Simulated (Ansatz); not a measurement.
# Zr3Mn (Pm-3m) in Ansatz: reference runs

How does Zr3Mn come out in PBE? The cell is run as given and disturbed.

Program: Ansatz 0.2.0. These are calculated values, not measurements. Logs are shortened: lines on timing, memory, paths and dates and some standing lists are left out, and cuts for length are marked.

**1. The structure**

The structure is cubic, space group Pm-3m (No. 221). Conventional cell: a = 4.373 Å, b = 4.373 Å, c = 4.373 Å, α = 90.00°, β = 90.00°, γ = 90.00°. Zr (site symmetry 4/mmm) is surrounded by 8 Zr at 3.09 Å and 4 Mn at 3.09 Å. Mn (site symmetry m-3m) is surrounded by 12 Zr at 3.09 Å.

The cell comes from a database or a generator and needn't be the stable form of this composition.

**2. Single point, PBE, collinear spin, ferromagnetic start**

Input file input.yaml:

```yaml
crystal:
  lattice:
    - [4.37322, 0.0, 0.0]
    - [0.0, 4.37322, 0.0]
    - [0.0, 0.0, 4.37322]
  atoms:
    - { symbol: Zr, position: [0.5, 0.5, 0.0] }
    - { symbol: Zr, position: [0.5, 0.0, 0.5] }
    - { symbol: Zr, position: [0.0, 0.5, 0.5] }
    - { symbol: Mn, position: [0.0, 0.0, 0.0], spin: 4.0 }
hamiltonian:
  xc: pbe
  pseudopotentials: { kind: paw }
magnetization:
  spin_polarized: true
kpoints:
  mp_grid: { grid: [6, 6, 6] }
scf:
  occupations: { method: fermi_dirac, width: 0.05 }
output:
  forces: true
  stress: true
  eigenvalues: true
```

Potentials or basis: Ansatz PAW.

The run is started by

```
$ ansatz run input.yaml --threads 2 --pin off --max-ram 5120MiB --backend cpu --events-out ev --progress --plain --runs-dir out
```

Output:

```text
Warning: RAYON_NUM_THREADS=2 ignored (pool sized by the plan → 2); use --threads N
Engine: ansatz 0.2.0, x86_64-unknown-linux-gnu
Pseudopotentials: kind: paw
Pseudopotential: Zr, paw, valence charge 12, recommended cutoff 420 eV (normal), Zr.paw.azcp
Pseudopotential: Mn, paw, valence charge 15, recommended cutoff 420 eV (normal), Mn.paw.azcp
Functional definition: PBE
  parameter kappa = 0.804
  parameter beta = 0.06672455060314922
  exchange = pbe_x(kappa = kappa, mu = beta*pi^2/3)
  correlation = pbe_c(beta = beta)
Crystal: 4 atoms, lattice volume = 83.638 Å³
Basis set: ecut = 420 eV, 1647 PW (Γ), exchange–correlation on 60×60×60 points (8 copies of the dense FFT grid, shifted against one another)
Bands: 33, of which v1, the nominal top of the filled ones, is band 26 counted from 1 (25 counted from 0)
Symmetry: 48 space group operations
Space group: Pm-3m (ITA 221), of the structure as read, at distance tolerance 4.4e-5 Å
Magnetic group: BNS 221.92 (UNI 1594), of the structure as read, at distance tolerance 4.4e-5 Å
k-points: 20 of 216
Non-local potential: Zr, projectors of the file, l = 0: 3, l = 1: 2, l = 2: 2, l = 3: 2
Non-local potential: Mn, projectors of the file, l = 0: 3, l = 1: 2, l = 2: 3, l = 3: 1
PAW form: soft (Blöchl's): semilocal exchange-correlation on the pseudo side does not see the compensation charge
PAW one-centre angular grid: Zr, 590 points (default); XC on 64 Gauss nodes
PAW one-centre angular grid: Mn, 590 points (default); XC on 64 Gauss nodes
Initial density: superposition of atomic densities (chi_scale 0.1, normalization cell)
Starting moments: Σ|m| = 4 μB on 1 of 4 sites
Initial wavefunctions: pseudopotential atomic-orbital guess
Functional: x = pbe(κ = 0.804, μ = 0.2195149727645171), c = pbe(β = 0.06672455060314922)
iter 1 solved again at ethr=2.27e-3 eV; its pass at ethr=3.10e-3 eV (dr2=1.16e0 eV) is discarded
SCF iter   1: F=—  HF=-16450.047196 eV  |F-HF|=—  |Δ(HF+E_count)|=         —  Δρ=2.60e-2 (↑2.60e-2 ↓1.21e-2)  dr2=1.16e0  dr2_m=8.74e-2  M=3.664 μB ∫|m|=4.003 μB  β_m=0.30  ethr=2.27e-3  ⟨swp⟩=1.0  Hψ=5764  notcnv=0
Mixer restart at iter 1: flushing history
preconditioner: auto → Kerker (q_TF=auto, 2.512 Å⁻¹)  [metal: Δε(μ)=0.003 eV  Ē_g=3.427 eV  σ=0.050 eV  W_gap=0.01  n_scr=26 (ndim 8)  ℏωp=17.7 eV  f_vac=0.000  D(μ)=6.70/eV (n_scr^D=80)]
spin=Collinear: Kerker preconditioning applied to the charge; magnetization (m = ρ↑ − ρ↓) channel mixes plain (no charge-response kernel on spin).
SCF iter   2: F=—  HF=-16449.710414 eV  |F-HF|=—  |Δ(HF+E_count)|=   3.37e-1  Δρ=1.14e-2 (↑1.14e-2 ↓9.53e-3)  dr2=4.25e-1  dr2_m=6.58e-3  M=3.714 μB ∫|m|=4.093 μB  β_m=0.40  ethr=2.27e-3  ⟨swp⟩=2.0  Hψ=1845  notcnv=0
SCF iter   3: F=—  HF=-16449.710585 eV  |F-HF|=—  |Δ(HF+E_count)|=   1.71e-4  Δρ=6.71e-3 (↑6.64e-3 ↓6.71e-3)  dr2=1.53e-1  dr2_m=5.94e-3  M=3.614 μB ∫|m|=4.098 μB  β_m=0.61  ethr=8.33e-4  ⟨swp⟩=2.4  Hψ=1979  notcnv=0  defer=6
SCF iter   4: F=—  HF=-16449.783022 eV  |F-HF|=—  |Δ(HF+E_count)|=   7.24e-2  Δρ=4.39e-3 (↑2.80e-3 ↓4.39e-3)  dr2=1.98e-2  dr2_m=7.86e-3  M=3.391 μB ∫|m|=4.085 μB  β_m=0.81  ethr=2.99e-4  ⟨swp⟩=3.0  Hψ=2556  notcnv=0  defer=13
SCF iter   5: F=—  HF=-16449.780242 eV  |F-HF|=—  |Δ(HF+E_count)|=   2.78e-3  Δρ=2.47e-3 (↑2.47e-3 ↓1.42e-3)  dr2=1.01e-2  dr2_m=2.68e-4  M=3.277 μB ∫|m|=4.104 μB  β_m=0.90  ethr=3.89e-5  ⟨swp⟩=2.0  Hψ=2114  notcnv=0  defer=16
SCF iter   6: F=—  HF=-16449.782039 eV  |F-HF|=—  |Δ(HF+E_count)|=   1.80e-3  Δρ=5.28e-4 (↑5.28e-4 ↓3.61e-4)  dr2=5.66e-4  dr2_m=2.24e-5  M=3.288 μB ∫|m|=4.123 μB  β_m=0.95  ethr=1.98e-5  ⟨swp⟩=2.0  Hψ=1960  notcnv=0  defer=15
SCF iter   7: F=—  HF=-16449.782297 eV  |F-HF|=—  |Δ(HF+E_count)|=   2.58e-4  Δρ=2.25e-4 (↑2.25e-4 ↓1.17e-4)  dr2=7.26e-5  dr2_m=7.95e-6  M=3.281 μB ∫|m|=4.134 μB  β_m=0.98  ethr=1.11e-6  ⟨swp⟩=2.0  Hψ=1648  notcnv=0  defer=15
SCF iter   8: F=—  HF=-16449.782312 eV  |F-HF|=—  |Δ(HF+E_count)|=   1.53e-5  Δρ=7.91e-5 (↑4.89e-5 ↓7.91e-5)  dr2=1.20e-5  dr2_m=1.06e-6  M=3.273 μB ∫|m|=4.140 μB  β_m=0.99  ethr=1.42e-7  ⟨swp⟩=2.0  Hψ=2258  notcnv=0  defer=15
SCF iter   9: F=—  HF=-16449.782315 eV  |F-HF|=—  |Δ(HF+E_count)|=   2.62e-6  Δρ=1.54e-5 (↑1.26e-5 ↓1.54e-5)  dr2=3.01e-7  dr2_m=1.07e-7  M=3.270 μB ∫|m|=4.142 μB  β_m=0.99  ethr=2.35e-8  ⟨swp⟩=2.0  Hψ=1698  notcnv=0  defer=15
SCF iter  10: F=—  HF=-16449.782315 eV  |F-HF|=—  |Δ(HF+E_count)|=   3.19e-7  Δρ=6.46e-6 (↑6.46e-6 ↓3.57e-6)  dr2=6.52e-8  dr2_m=7.72e-9  M=3.268 μB ∫|m|=4.143 μB  β_m=1.00  ethr=5.90e-10  ⟨swp⟩=2.0  Hψ=1903  notcnv=0  defer=15
SCF iter  11: F=-16449.782315 eV  HF=-16449.782315 eV  |F-HF|=1.67e-8  |Δ(HF+E_count)|=   1.95e-8  Δρ=3.11e-6 (↑1.10e-6 ↓3.11e-6)  dr2=1.95e-8  dr2_m=9.61e-10  M=3.268 μB ∫|m|=4.143 μB  ethr=1.28e-10  ⟨swp⟩=3.3  Hψ=4077  notcnv=0
SCF 1 converged in 11 iterations: F = -16449.782315 eV  dr2 = 1.95e-8
SCF converged after 11 iterations
Magnetization: 3.2677 μB (27.1339 up, 23.8661 down)
Absolute magnetization: 4.1432 μB (∫|ρ↑−ρ↓|, with the PAW one-centre terms)
Spin contamination: 0.6741 ħ² per cell (⟨S²⟩ above its minimum at these occupations)
Per-site moments (μB) at R_I (Å): [(-0.08905277082665608, 1.2755875760185111), (-0.08905277082665634, 1.2755875760185111), (-0.08905277082665648, 1.2755875760185111), (3.5848350996855705, 1.2755875760185111)]
Free energy (F): -16449.782315 eV
Harris-Foulkes:  -16449.782315 eV  (|F-HF|=1.67e-8)
Internal energy: -16449.732297 eV  (E = F + TS)
E sigma→0 (E₀):  -16449.757306 eV
Entropy (-TS):   -0.050018 eV (-12.505 meV/atom)
Fermi energy:    14.115980 eV
--- Per-component energies (eV) ---
  E_band       = -528.922421
  E_kinetic    = 1300.065642
  E_local      = -4027.792353  (includes V_loc(G=0)·N_el)
  E_nonlocal   = 487.675324
  E_hartree    = 1485.247197
  E_xc         = -597.155107
  E_vxc        = -716.291309  (∫ρ·V_xc dr)
  E_paw        = -10164.461179  (= ΣΔE_a)
  E_vpaw       = -543.081356  (= ΣTr[D̂ρ^β])
  E_aug_tail   = 0.000063  (compensation charges beyond the density's cutoff)
  E_ewald      = -4933.311885
  E_smearing   = -0.050018  (= −TS)
  E_closure    = 0.000000  (closes the sum)
  Σ components = -16449.782315   (vs F -16449.782315, Δ=0.00e0)
--- Forces (eV/Å), atoms counted from 1 ---
  atom   1  Zr    -0.00000000    -0.00000000    -0.00000000
  atom   2  Zr    -0.00000000    -0.00000000     0.00000000
  atom   3  Zr     0.00000000     0.00000000    -0.00000000
  atom   4  Mn    -0.00000000     0.00000000    -0.00000000
  max |Σ_I F_I| component: 2.18e-29 eV/Å
--- Stress (GPa, compression-positive) ---
       -0.218819      -0.000000       0.000000
       -0.000000      -0.218819      -0.000000
        0.000000       0.000000      -0.218819
  P = ⅓ Tr σ = -0.2188 GPa (-2.188 kbar)
--- Band table (eV; the first three rows and the last of 40) ---
  k-point 0 ↑: bands = ["-66.7899", "-35.5148", "-35.5148", "-35.5148", "-34.4311", "-34.2176", "-34.2176", "-12.8340", "-12.8340", "-12.8340", "-12.2644", "-12.2644", "-12.2644", "-11.9652", "-11.9652", "-11.9652", "8.1230", "10.5468", "10.7074", "10.7074", "11.1486", "11.1486", "11.1486", "13.5141", "13.5141", "13.5141", "14.2769", "14.2769", "16.7102", "16.7102", "16.7102", "17.3768", "17.3768"]
  k-point 1 ↑: bands = ["-66.7899", "-35.5154", "-35.5148", "-35.5148", "-34.4181", "-34.2301", "-34.2175", "-12.8021", "-12.8021", "-12.7843", "-12.2771", "-12.2771", "-12.2702", "-12.0327", "-11.9888", "-11.9888", "8.4210", "10.7439", "10.8501", "10.8608", "11.2328", "11.2795", "11.2795", "13.4394", "13.5732", "13.5732", "13.8780", "14.4114", "15.8373", "15.8373", "16.3142", "17.1930", "17.9917"]
  k-point 2 ↑: bands = ["-66.7899", "-35.5165", "-35.5147", "-35.5147", "-34.3848", "-34.2626", "-34.2171", "-12.7251", "-12.7251", "-12.6433", "-12.3175", "-12.3175", "-12.2817", "-12.2090", "-12.0341", "-12.0341", "9.2366", "10.8645", "11.1803", "11.4297", "11.4653", "11.6078", "11.6078", "12.8697", "13.2556", "13.5420", "13.5420", "14.8500", "15.2425", "15.2425", "15.7897", "16.8671", "16.8722"]
  k-point 19 ↓: bands = ["-63.1127", "-34.3357", "-34.3357", "-34.3357", "-31.9051", "-31.9051", "-31.9051", "-13.1893", "-12.8242", "-12.8242", "-12.8242", "-12.0469", "-12.0469", "-12.0469", "-12.0299", "-12.0299", "10.5316", "11.4895", "11.4895", "11.4895", "14.8208", "14.8208", "14.8208", "14.8792", "14.8792", "14.8979", "14.8979", "14.8979", "14.9367", "14.9367", "14.9367", "15.7677", "17.7625"]
```

Run time: 10 s. Hardware: 2 threads of Intel Xeon at 2.50GHz (Skylake/Cascade Lake), shared host; peak memory 0.47 GiB.

What came out:

```yaml
Free_energy: -16449.7823 eV
Pressure: -0.2 GPa
Band_gap_on_the_k_mesh: none (metal or under the smearing width)
Net_moment: 3.27 μB per cell
Absolute_moment: 4.14 μB per cell
Site_moments: Zr -0.09; Mn +3.58 μB
```

**3. Single point, PBE, collinear spin, ferromagnetic start (atoms moved at random, drawn with an rms of 0.05 Å)**

Input file input.yaml:

```yaml
crystal:
  lattice:
    - [4.37322, 0.0, 0.0]
    - [0.0, 4.37322, 0.0]
    - [0.0, 0.0, 4.37322]
  atoms:
    - { symbol: Zr, position: [0.495281, 0.493375, 0.000855] }
    - { symbol: Zr, position: [0.498609, 0.002423, 0.501059] }
    - { symbol: Zr, position: [-0.009112, 0.495162, 0.502007] }
    - { symbol: Mn, position: [-0.007071, -0.003714, -0.0085], spin: 4.0 }
hamiltonian:
  xc: pbe
  pseudopotentials: { kind: paw }
magnetization:
  spin_polarized: true
kpoints:
  mp_grid: { grid: [6, 6, 6] }
scf:
  occupations: { method: fermi_dirac, width: 0.05 }
output:
  forces: true
  stress: true
  eigenvalues: true
  write_density: true
  write_potential: true
  elf: true
  volumetric_format: npy
```

Potentials or basis: Ansatz PAW.

The run is started by

```
$ ansatz run input.yaml --threads 2 --pin off --max-ram 5120MiB --backend cpu --events-out ev --progress --plain --runs-dir out
```

Run time: 82 s. Hardware: 2 threads of Intel Xeon at 2.50GHz (Skylake/Cascade Lake), shared host; peak memory 0.7 GiB.

Results (log left out):

```
Free energy            : -16449.7711 eV
Pressure               : -0.2 GPa
Largest force          : 0.339 eV/Å
Band gap on the k mesh : none (metal or under the smearing width)
Net moment             : 3.27 μB per cell
Absolute moment        : 4.14 μB per cell
Site moments           : Zr -0.08, -0.09; Mn +3.57 μB
```

Forces on the atoms (eV/Å):
```
Zr  -0.102  0.168  0.012
Zr  -0.152 -0.298 -0.054
Zr   0.218  0.142 -0.067
Mn   0.036 -0.012  0.109
```

Levels at points of the mesh, in eV from the Fermi level:
Spin up:
```csv
k point,band 23,band 24,band 25,band 26,band 27,band 28,band 29,band 30,band 31,band 32
"(0.00, 0.00, 0.00)",-2.97,-0.61,-0.60,-0.60,0.16,0.16,2.59,2.59,2.60,3.26
"(0.00, 0.00, -0.50)",-2.09,-1.96,-0.98,-0.76,-0.75,1.14,1.15,1.19,1.53,1.95
"(0.00, -0.50, 0.00)",-2.08,-1.97,-0.98,-0.76,-0.75,1.14,1.15,1.19,1.49,2.00
"(0.00, -0.50, -0.50)",-2.15,-2.03,-1.08,-0.88,-0.25,-0.18,-0.18,1.38,1.38,2.29
"(-0.50, 0.00, 0.00)",-2.08,-1.97,-0.98,-0.76,-0.76,1.14,1.15,1.19,1.50,1.98
"(-0.50, 0.00, -0.50)",-2.15,-2.03,-1.08,-0.89,-0.25,-0.19,-0.18,1.39,1.39,2.29
"(-0.50, -0.50, 0.00)",-2.15,-2.03,-1.08,-0.88,-0.26,-0.18,-0.17,1.38,1.38,2.28
"(-0.50, -0.50, -0.50)",-0.99,-0.99,-0.98,0.63,0.63,0.64,1.00,1.01,1.01,1.67
```
Spin down:
```tsv
k point	band 20	band 21	band 22	band 23	band 24	band 25	band 26	band 27	band 28	band 29
(0.00, 0.00, 0.00)	-2.57	-2.00	-2.00	-2.00	0.86	0.87	0.87	2.29	2.30	2.90
(0.00, 0.00, -0.50)	-1.21	-1.07	-0.69	-0.67	-0.43	-0.05	-0.05	0.95	1.39	1.83
(0.00, -0.50, 0.00)	-1.21	-1.07	-0.68	-0.67	-0.44	-0.06	-0.05	0.96	1.36	1.83
(0.00, -0.50, -0.50)	-1.32	-0.93	-0.36	-0.33	-0.32	-0.08	-0.07	-0.04	0.20	1.22
(-0.50, 0.00, 0.00)	-1.21	-1.07	-0.69	-0.67	-0.44	-0.06	-0.05	0.96	1.37	1.83
(-0.50, 0.00, -0.50)	-1.32	-0.93	-0.37	-0.34	-0.32	-0.07	-0.06	-0.03	0.20	1.22
(-0.50, -0.50, 0.00)	-1.32	-0.93	-0.35	-0.33	-0.32	-0.08	-0.07	-0.05	0.20	1.21
(-0.50, -0.50, -0.50)	-2.63	0.69	0.69	0.70	0.74	0.75	0.77	0.78	0.80	0.82
```
